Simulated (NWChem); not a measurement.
# SnH3O (SMILES [OH][SnH2]) at UM06-SX/DGauss-DZVP

What is the vertical electron affinity of SnH3O at UM06-SX/DGauss-DZVP? 

The calculation is run with NWChem 7.3.0.

1 further run of the same task is left out (it didn't finish).

## 1. The structure to begin with

The species is SnH3O (5 atoms), meant as a doublet with charge 0. SMILES: `[OH][SnH2]`. The coordinates come from a PBE0-D4/def2-TZVP relaxation. This is one conformer, not always the lowest.

Bond lengths: O1–Sn2 1.976 Å, O1–H3 0.960 Å, Sn2–H4 1.735 Å, Sn2–H5 1.722 Å. Angles: O1–Sn2–H4 106.9°, O1–Sn2–H5 101.9°, Sn2–O1–H3 113.3°, H4–Sn2–H5 111.7°.

## 2. The energy at UM06-SX/DGauss-DZVP

geom.nw reads:

```
start geom
title "H3OSn"
memory stack 880 mb heap 220 mb global 1100 mb

geometry noautoz
  O      0.707400    -0.732900     0.861900
  Sn     0.104500     0.308800    -0.705500
  H      0.368600    -1.631300     0.873200
  H     -1.606800     0.061300    -0.845900
  H      0.476300     1.920400    -0.224900
end

basis spherical
  * library "dzvp (dft orbital)"
end

dft
  xc m06-sx
  mult 2
  grid xfine
  convergence energy 1e-05
  iterations 150
  mulliken
  print low
end

task dft
```

On the command line:

```bash
$ nwchem geom.nw > geom.out
```

Output:

```text
[...]
 d= 0,ls=0.0,diis     1  -6101.2744323108 -6.26D+03  1.44D-02  1.48D-01     3.7
[...]
 d= 0,ls=0.0,diis     8  -6101.3454646350 -3.50D-08  4.76D-06  2.91D-08    25.7
[...]
         Total DFT energy =    -6101.345464635023
      One electron energy =    -8716.282014889339
           Coulomb energy =     2629.300492740644
    Exchange-Corr. energy =     -170.403988709288
 Nuclear repulsion energy =      156.040046222960
[...]
      Total Density - Mulliken Population Analysis
     ---------------------------------------------
    Atom       Charge   Shell Charges
 -----------   ------   -------------------------------------------------------
    1 O    8     8.84   2.00  0.92  0.94  3.51  1.46  0.02
    2 Sn  50    49.63   2.00  2.00  2.00  2.00  0.88  0.52  6.00  5.99  6.01  1.92  0.12 10.00  9.95  0.24
    3 H    1     0.56   0.50  0.06
    4 H    1     0.99   0.53  0.46
    5 H    1     0.98   0.53  0.44
[...]
      <S2> =      0.7515 (Exact =     0.7500)
[...]
```

Run time: 27 s. Hardware: 1 thread of Intel Xeon Platinum 8488C (Sapphire Rapids), shared host; peak memory 0.13 GiB.

## 3. The singlet anion, same level

h3osn.sdf reads:

```

     RDKit          3D

  5  4  0  0  0  0  0  0  0  0999 V2000
    0.7074   -0.7329    0.8619 O   0  0  0  0  0  0  0  0  0  0  0  0
    0.1045    0.3088   -0.7055 Sn  0  0  0  0  0  3  0  0  0  0  0  0
    0.3686   -1.6313    0.8732 H   0  0  0  0  0  0  0  0  0  0  0  0
   -1.6068    0.0613   -0.8459 H   0  0  0  0  0  0  0  0  0  0  0  0
    0.4763    1.9204   -0.2249 H   0  0  0  0  0  0  0  0  0  0  0  0
  2  1  1  0
  3  1  1  0
  4  2  1  0
  5  2  1  0
M  CHG  1   2  -1
M  END
$$$$
```

run.py reads:

```python
from ase.io import read
from ase.calculators.nwchem import NWChem

molecule = read('h3osn.sdf')

calc = NWChem(
    label='h3osn',
    theory='dft',
    memory='2200 mb',
    basis='"dzvp (dft orbital)"',
    basispar='spherical',
    charge=-1,
    dft={'xc': 'm06-sx', 'mult': '1', 'grid': 'xfine', 'convergence': 'energy 1e-05', 'iterations': '150', 'mulliken': None},
    task='energy',
)
molecule.calc = calc

print("Total energy (eV):", round(molecule.get_potential_energy(), 6))
print("dipole (e A):", molecule.get_dipole_moment().round(4))
```

On the command line:

```bash
$ export ASE_NWCHEM_COMMAND="nwchem PREFIX.nwi > PREFIX.nwo"
$ python run.py
```

Output:

```text
Total energy (eV): -166026.947052
dipole (e A): [-0.4369 -0.291   0.5705]
```

The calculator wrote h3osn.nwi:

```
title "h3osn"

permanent_dir h3osn

scratch_dir h3osn

start h3osn

geometry units angstrom nocenter noautosym noautoz
  O  7.0740000000000003e-01 -7.3290000000000000e-01 8.6190000000000000e-01
  Sn 1.0450000000000000e-01 3.0880000000000002e-01 -7.0550000000000002e-01
  H  3.6859999999999998e-01 -1.6313000000000000e+00 8.7319999999999998e-01
  H  -1.6068000000000000e+00 6.1300000000000000e-02 -8.4589999999999999e-01
  H  4.7630000000000000e-01 1.9204000000000001e+00 -2.2489999999999999e-01
end

charge -1

memory 2200 mb

basis spherical noprint
   * library "dzvp (dft orbital)"
end

dft
  xc m06-sx
  mult 1
  grid xfine
  convergence energy 1e-05
  iterations 150
  mulliken
end

task dft energy
```

h3osn.nwo, cut to the lines that bear on the results:

```text
[...]
      One electron energy =    -8731.194803805272
[... 1 line left out ...]
    Exchange-Corr. energy =     -170.632203624586
[... 6 lines left out ...]
                       DFT Final Molecular Orbital Analysis
[... 421 lines left out ...]
    2 Sn  50    50.28   2.00  2.00  2.00  2.00  0.82  0.77  6.00  5.99  6.01  1.91  0.59 10.00  9.95  0.22
[...]
```

Wall time 22 s (1 thread of Intel Xeon Platinum 8488C (Sapphire Rapids), shared host); peak memory 0.13 GiB.

## 4. Summary of results

Level: UM06-SX/DGauss-DZVP.

```
                                                            quantity           value
                                         doublet SnH3O: total energy  -6101.34546 Eh
                                                 doublet SnH3O: ⟨S²⟩           0.751
                                         singlet anion: total energy  -6101.37782 Eh
                                          singlet anion: HOMO energy         1.43 eV
                                          singlet anion: LUMO energy         4.98 eV
singlet anion: HOMO–LUMO gap (to an unbound level, set by the basis)         3.55 eV
                   vertical electron affinity (to the singlet anion)        0.880 eV
```

What this shows: At fixed nuclei the extra electron is bound by 0.88 eV (84.9 kJ/mol). The basis has no diffuse functions, so the error can be as large as this value. Mulliken charges (doublet SnH3O) run from -0.84 on O1 to +0.44 on H3; they depend strongly on the basis. The HOMO (singlet anion) lies at positive energy, 1.43 eV; only total energies tell whether the electron is bound.
